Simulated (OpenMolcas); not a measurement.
**InHCl2 (InCl2H): levels of theory compared**

Wanted: a comparison of 4 runs (HF/3-21G, B3LYP/def2-SVPD, PBE0/def2-SVPD, MP2/def2-SVPD) of InHCl2 (InCl2H). 

The calculation is run with OpenMolcas 26.06.

## (1) The molecule

InHCl2 has 4 atoms, charge 0, and is taken as a singlet. As SMILES, `[H][In]([Cl])[Cl]`. Geometry: a GFN2-xTB relaxation, a rough one for these elements and not checked as a minimum.

Bond lengths: In1–Cl2 2.286 Å, In1–Cl3 2.286 Å, In1–H4 1.709 Å. Angles: Cl2–In1–Cl3 113.5°, Cl2–In1–H4 123.2°, Cl3–In1–H4 123.2°.

## (2) Energy and forces at HF/3-21G (run 1)

The input, coord.xyz:

```xyz
4

In    -0.101990    -0.171200     0.000100
Cl     2.182270    -0.073550     0.013530
Cl    -1.103820     1.883910    -0.015020
H     -0.976460    -1.639160     0.001390
```

The input, calc.inp:

```
* Cl2HIn Hartree-Fock
>>> EXPORT MOLCAS_PRINT=2
&GATEWAY
BasLib
$CurrDir
Coord
coord.xyz
Basis
3-21G
Group
NoSym
&SEWARD
&SCF
Thresholds
1e-10 1e-07 1e-07 1e-05
PrOrbitals
1
&ALASKA
```

The basis set 3-21G is read from a file made from the Basis Set Exchange's data (not shown).

The run is started by

```sh
$ export MOLCAS_MEM=1860
$ pymolcas calc.inp > calc.log
```

The log of the run:

```text
--- Start Module: gateway ---
[...]
--- Stop Module: gateway /rc=_RC_ALL_IS_WELL_ ---
[...]
      Basis functions           59
[...]
--- Start Module: scf ---
[...]
       Convergence after  10 Iterations
[...]
::    Total SCF energy                              -6630.0246967410
[...]
      Total spin, S                                     0.0000000000
[...]
      Total electronic charge=   84.000000
      Total            charge=   -0.000000
[...]
      Dipole Moment (debye):
      Origin of the operator (angstrom)=    0.1346    0.2259   -0.0002
                   X= -1.7779E+00               Y= -2.9843E+00               Z=  2.1080E-03           Total=  3.4737E+00
      Quadrupole Moment (debye*angstrom):
[...]
--- Stop Module: scf /rc=_RC_ALL_IS_WELL_ ---
--- Start Module: alaska ---
[...]
 *              Molecular gradients               *
 **************************************************
  Irreducible representation: a
 ------------------------------------------------------------------------------------------
                              X                       Y                       Z
 ------------------------------------------------------------------------------------------
  IN1               1.73344932228474E-02    2.91258641330145E-02   -2.56725933272216E-05
  CL2              -3.94921494052412E-02   -1.20463252317693E-03   -2.33335103519250E-04
  CL3               1.77531046158279E-02   -3.53162552840871E-02    2.64071191773407E-04
  H4                4.40455156655339E-03    7.39502367430589E-03   -5.06349492649522E-06
 ------------------------------------------------------------------------------------------
--- Stop Module: alaska /rc=_RC_ALL_IS_WELL_ ---
[...]
```

Run time: 3.3 s. Hardware: 1 thread of Arm Neoverse V2, shared host; peak memory 0.39 GiB.

## (3) Energy and gradient at B3LYP/def2-SVPD (core potential) (run 2)

The input, run.inp:

```
&GATEWAY
 BasLib
 $CurrDir
 Coord
 4
 angstrom
 In      -0.101990      -0.171200       0.000100
 Cl       2.182270      -0.073550       0.013530
 Cl      -1.103820       1.883910      -0.015020
 H       -0.976460      -1.639160       0.001390
 Basis
 def2-SVPD
 Group
 NoSym

&SEWARD
 GridInput
 Grid=UltraFine
 End of Grid

&SCF
 KSDFT
 B3LYP
 Thresholds
 1e-10 1e-07 1e-07 1e-05
 PrOrbitals
 1 1

&ALASKA
```

The basis set def2-SVPD is read from a file made from the Basis Set Exchange's data (not shown).

The run is started by

```sh
$ export MOLCAS_MEM=1860
$ pymolcas run.inp > run.log
```

The log of the run:

```text
--- Start Module: gateway ---
[...]
--- Stop Module: gateway /rc=_RC_ALL_IS_WELL_ ---
[...]
      Basis functions           94
[...]
--- Start Module: scf ---
[...]
       Convergence after  14 Iterations
[...]
::    Total KS-DFT energy                           -1111.0383490864
[...]
      Total spin, S                                     0.0000000000
[...]
      Total electronic charge=   56.000000
      Total            charge=   -0.000000
[...]
      Dipole Moment (debye):
      Origin of the operator (angstrom)=    0.1346    0.2259   -0.0002
                   X= -1.2047E+00               Y= -2.0221E+00               Z=  1.4661E-03           Total=  2.3538E+00
      Quadrupole Moment (debye*angstrom):
[...]
--- Stop Module: scf /rc=_RC_ALL_IS_WELL_ ---
[...]
--- Start Module: alaska ---
[...]
 *              Molecular gradients               *
 **************************************************
  Irreducible representation: a
 ------------------------------------------------------------------------------------------
                              X                       Y                       Z
 ------------------------------------------------------------------------------------------
  IN1               1.47658869189176E-02    2.48089055928027E-02   -2.26686664727329E-05
  CL2              -2.54814903110550E-02   -1.23836150806000E-03   -1.48276415143644E-04
  CL3               1.10505391242270E-02   -2.30094106465941E-02    1.69161270654000E-04
  H4               -3.34935732026143E-04   -5.61133438178985E-04    1.78381096264859E-06
 ------------------------------------------------------------------------------------------
--- Stop Module: alaska /rc=_RC_ALL_IS_WELL_ ---
[...]
```

Wall time 21 s (1 thread of Arm Neoverse V2, shared host); peak memory 0.52 GiB.

Run 3 isn't shown in full; the table further down has it.

## (4) The energy at MP2/def2-SVPD (core potential) (run 4)

The input, input.xyz:

```xyz
4

In    -0.101990    -0.171200     0.000100
Cl     2.182270    -0.073550     0.013530
Cl    -1.103820     1.883910    -0.015020
H     -0.976460    -1.639160     0.001390
```

The input, run.input:

```
>>> EXPORT MOLCAS_PRINT=2

&GATEWAY
 BasLib
 $CurrDir
 Coord
 input.xyz
 Basis
 def2-SVPD
 Group
 NoSym

&SEWARD

&SCF
 Thresholds
 1e-10 1e-07 1e-07 1e-05
 PrOrbitals
 1 2

&MBPT2
 Frozen
 14
```

The basis set def2-SVPD is read from a file made from the Basis Set Exchange's data (not shown).

The run is started by

```sh
$ export MOLCAS_MEM=1860
$ pymolcas run.input > run.log
```

The log of the run:

```text
--- Start Module: gateway ---
[...]
--- Stop Module: gateway /rc=_RC_ALL_IS_WELL_ ---
[...]
      Basis functions           94
[...]
--- Start Module: scf ---
[...]
       Convergence after  12 Iterations
[...]
::    Total SCF energy                              -1108.6128982041
[...]
      Total spin, S                                     0.0000000000
[...]
      Total electronic charge=   56.000000
      Total            charge=   -0.000000
[...]
      Dipole Moment (debye):
      Origin of the operator (angstrom)=    0.1346    0.2259   -0.0002
                   X= -1.2911E+00               Y= -2.1671E+00               Z=  1.5165E-03           Total=  2.5226E+00
      Quadrupole Moment (debye*angstrom):
[...]
--- Stop Module: scf /rc=_RC_ALL_IS_WELL_ ---
[...]
--- Start Module: mbpt2 ---
[...]
WARNING!
Default frozen orbitals as non valence orbitals is overwritten by user input.
Default values:  10
[...]
       Reference weight ( Cref**2 )         =        0.86641
::    Total MBPT2 energy                            -1108.9894202507
[...]
      Total MBPT2 calculations                           0.29      0.33
--- Stop Module: mbpt2 /rc=_RC_ALL_IS_WELL_ ---
[...]
```

Run time: 6.9 s. Hardware: 1 thread of Arm Neoverse V2, shared host; peak memory 0.52 GiB.

## (5) All runs side by side

```csv
run,level,integration grid,task,energy (Eh),dipole moment (D) of the reference,HOMO energy (eV),LUMO energy (eV),wall time
1,HF/3-21G,–,gradient,-6630.024697,3.47,-12.17,0.39,3.3 s
2,B3LYP/def2-SVPD (core potential),UltraFine,gradient,-1111.038349,2.35,-8.77,-2.25,21 s
3,PBE0/def2-SVPD (core potential),UltraFine,gradient,-1110.641110,2.39,-9.04,-1.99,23 s
4,MP2/def2-SVPD (core potential),–,energy,-1108.989420,2.52,-12.11,0.63,6.9 s
```

## (6) Results

```
                                           quantity           value
                                run 4: total energy  -1108.98942 Eh
          run 4: dipole moment (mean-field density)          2.52 D
         run 4: HOMO energy (Hartree–Fock orbitals)       -12.11 eV
         run 4: LUMO energy (Hartree–Fock orbitals)         0.63 eV
       run 4: HOMO–LUMO gap (Hartree–Fock orbitals)        12.74 eV
run 4: correlation energy (14 core orbitals frozen)      -376.5 mEh
```

**Reading.** Over runs 1, 2, 3 the dipole moment (its size) runs from 2.35 D (B3LYP/def2-SVPD) to 3.47 D (HF/3-21G). The two ends differ in method and basis and core potential. Over runs 1, 2, 3 the HOMO–LUMO gap runs from 6.51 eV (B3LYP/def2-SVPD) to 12.56 eV (HF/3-21G). Totals of different functionals can't be ranked against each other. Some runs of one species differ in core potentials or relativity; totals across that change don't compare. In run 1 relativity is left out where basis or elements ask for it. All runs together took 54 s, the longest 23 s.
